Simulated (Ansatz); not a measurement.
Relaxation of a periodic cell of 35 atoms, Si₁₀BO₂₄ (host SiO2, host structure P3_221, dopant B, one Si atom removed), to a largest force component of 0.03 eV/Å in at most 60 steps.

All numbers below come from DFT PBE, scalar-relativistic, plane waves, PAW (Ansatz). Settings: PAW set soft_1, cutoff 420 eV, k mesh 2x2x1, gaussian smearing 0.02 eV, spin collinear.

```xyz
35
Lattice="-2.4571 4.2559 5.4058 4.9143 0.0000 5.4058 4.9143 8.5118 0.0000" Properties=species:S:1:pos:R:3
Si 7.235 8.512 3.604
B -1.161 2.010 1.802
O 6.306 9.643 4.260
O 0.782 4.895 7.864
O 0.284 6.741 6.062
O 0.284 1.770 1.145
O 3.848 3.125 8.353
O 0.782 3.617 4.749
Si 4.778 4.256 3.604
Si 6.211 6.266 7.208
Si 3.754 6.502 0.000
O 3.848 5.387 4.260
O 3.239 9.151 7.864
O 2.741 10.997 6.062
O 2.741 6.026 1.145
O 6.306 7.381 8.353
O 3.239 7.873 4.749
Si -0.136 4.256 3.604
Si 1.297 6.266 7.208
Si 3.754 6.502 5.406
O 3.848 5.387 9.666
O 0.782 4.895 2.458
O 5.198 6.741 6.062
O 2.741 6.026 6.551
O 3.848 3.125 2.947
O 5.696 3.617 4.749
Si 2.321 8.512 3.604
Si 3.754 10.522 7.208
Si 1.297 2.246 5.406
O 6.306 9.643 9.666
O 3.239 9.151 2.458
O 2.741 2.485 6.062
O 5.198 10.282 6.551
O 6.306 7.381 2.947
O 8.153 7.873 4.749
```

Question: Where does it end, and by what steps?

Answer: The forces met the threshold. Limits of this set-up: coarse k mesh, a small cell, in which the defect meets its images. After 13 steps the energy has fallen by 2.090 eV; O6 moved furthest, 0.63 Å.

```
step  energy less start (eV)  largest force component (eV/Å)  accepted
   0                  0.0000                           3.063       yes
   1                 -1.2588                           1.764       yes
   2                 -1.7814                           1.027       yes
   3                 -1.9126                           0.314       yes
   4                 -1.9553                           0.211       yes
   5                 -1.9840                           0.329       yes
   6                 -2.0287                           0.179       yes
   7                 -2.0661                           0.176       yes
   8                 -2.0415                           0.870        no
   9                 -2.0848                           0.130       yes
  10                 -2.0861                           0.078       yes
  11                 -2.0886                           0.042       yes
  12                 -2.0889                           0.040       yes
  13                 -2.0896                           0.026       yes
```

```xyz
35
Lattice="-2.4571 4.2559 5.4058 4.9143 0.0000 5.4058 4.9143 8.5118 0.0000" Properties=species:S:1:pos:R:3
Si 7.267 8.467 3.649
B -1.306 2.240 1.890
O 6.370 9.628 4.325
O 0.684 4.796 7.744
O 0.411 6.541 5.582
O 0.135 2.283 1.471
O 3.727 3.320 8.319
O 0.778 3.578 4.790
Si 4.679 4.046 3.505
Si 6.226 6.346 7.183
Si 3.830 6.523 0.053
O 3.806 5.216 4.210
O 3.293 8.971 7.879
O 2.803 10.999 6.186
O 2.765 5.974 1.155
O 6.353 7.666 8.099
O 3.339 7.810 4.554
Si -0.176 4.327 3.715
Si 1.187 6.146 7.009
Si 3.762 6.433 5.286
O 3.746 5.302 10.085
O 0.765 5.114 2.667
O 5.210 6.661 5.961
O 2.716 5.982 6.462
O 3.624 3.104 2.693
O 5.504 3.183 4.681
Si 2.440 8.656 3.490
Si 3.809 10.417 7.321
Si 1.363 2.236 5.504
O 6.381 9.670 9.696
O 3.399 9.452 2.452
O 2.772 2.604 6.201
O 5.262 10.195 6.650
O 6.329 7.236 3.139
O 8.306 7.936 4.784
```

Whether the end is a true minimum wasn't checked by a vibrational analysis.

Time of the run: 110 s on 4 threads of Arm Neoverse V2, with other jobs on the host, peak memory 1.4 GiB.
